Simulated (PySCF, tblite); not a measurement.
# CH₁₄SSi₅: geometry, infrared bands and NMR shifts

Wanted: the infrared bands and NMR shifts of CH₁₄SSi₅ (`[SiH3]C[Si@H]([SiH2][SiH3])S[SiH3]`), by calculation.

Computed with tblite 0.8.0 and PySCF 2.14.0, with density-fitted response routines of our own, on a single molecule in the gas phase. Atoms are numbered from 0 throughout.

## 1. The molecule as given

21 atoms, charge 0, multiplicity 1; geometry from: force field or distance geometry start.

Bonds of the start (Å): Si0–C1 1.86, C1–Si2 1.88, Si2–Si3 2.24, Si3–Si4 2.23, Si2–S5 2.13, S5–Si6 2.15, Si0–H7 1.49, Si0–H8 1.46, Si0–H9 1.47, C1–H10 1.12, C1–H11 1.10, Si2–H12 1.45, Si3–H13 1.47, Si3–H14 1.48, Si4–H15 1.45, Si4–H16 1.47, Si4–H17 1.47, Si6–H18 1.47, Si6–H19 1.47, Si6–H20 1.47.

## 2. Geometry optimisation with GFN2-xTB

Job settings and geometry (Å):

```
{"job": {"kind": "relax", "xc": "GFN2-xTB", "basis": "xTB"}, "charge": 0, "multiplicity": 1}
Si    -0.729600     2.570700     0.097900
C      0.040000     1.611000    -1.303300
Si     0.229800    -0.145400    -0.654900
Si    -1.852800    -0.771000    -0.120100
Si    -1.952400    -2.889700     0.578000
S      1.434200    -0.078500     1.097600
Si     3.532100    -0.167900     0.640500
H     -2.111700     2.051700     0.287600
H      0.003000     2.261400     1.317400
H     -0.803900     4.009200    -0.185500
H     -0.707900     1.560600    -2.130100
H      1.010000     2.032800    -1.608700
H      0.815600    -1.032200    -1.647200
H     -2.671600    -0.532200    -1.312700
H     -2.307900     0.139000     0.958500
H     -1.089700    -3.796100    -0.144800
H     -3.336400    -3.349700     0.405100
H     -1.676800    -2.884500     2.023100
H      3.865300    -1.301500    -0.238900
H      4.010500     1.088100     0.050300
H      4.291400    -0.358900     1.889900
```

Started as:

```sh
$ OMP_NUM_THREADS=1 python probes_run.py task.json out
```

One launch serves the whole session: the jobs run in the order shown.

**Question.** This job is followed by: GFN2-xTB harmonic vibrations, gas phase; GIAO PBE0/pcSseg-1 NMR shielding, non-relativistic, gas phase. What will the session give for the following? strongest single infrared mode (GFN2-xTB); zero-point energy (GFN2-xTB); ¹³C shifts against TMS (PBE0/pcSseg-1); ¹H shifts against TMS (PBE0/pcSseg-1, means over atoms taken as alike); ²⁹Si shifts against TMS (PBE0/pcSseg-1); ³³S shifts against CS2 (PBE0/pcSseg-1).

As calculated:

```
                                                              quantity                                                value
                             strongest single infrared mode (GFN2-xTB)                                 776 cm⁻¹, 498 km/mol
                                          zero-point energy (GFN2-xTB)                                        78.9 kcal/mol
                                ¹³C shifts against TMS (PBE0/pcSseg-1)                                             -5.8 ppm
¹H shifts against TMS (PBE0/pcSseg-1, means over atoms taken as alike)  5.51, 4.61, 4.01, 3.63, 3.61, 3.39, 0.49, -0.08 ppm
                               ²⁹Si shifts against TMS (PBE0/pcSseg-1)              -13.2, -58.7, -79.9, -116.2, -127.7 ppm
                                ³³S shifts against CS2 (PBE0/pcSseg-1)                                             -314 ppm
```

**Reading.** The optimisation took 197 steps and gained 0.757 eV; among the close pairs (by a distance rule), Si3–Si4 changed most, from 2.233 to 2.318 Å. No mode is imaginary among the 57: a minimum at this level. Unscaled tight-binding wavenumbers are off by several per cent, some by more. Its intensities can rank the bands wrongly. At PBE0/pcSseg-1: The widest tensor belongs to S5: span 100 ppm, with a paramagnetic part of -246 ppm.
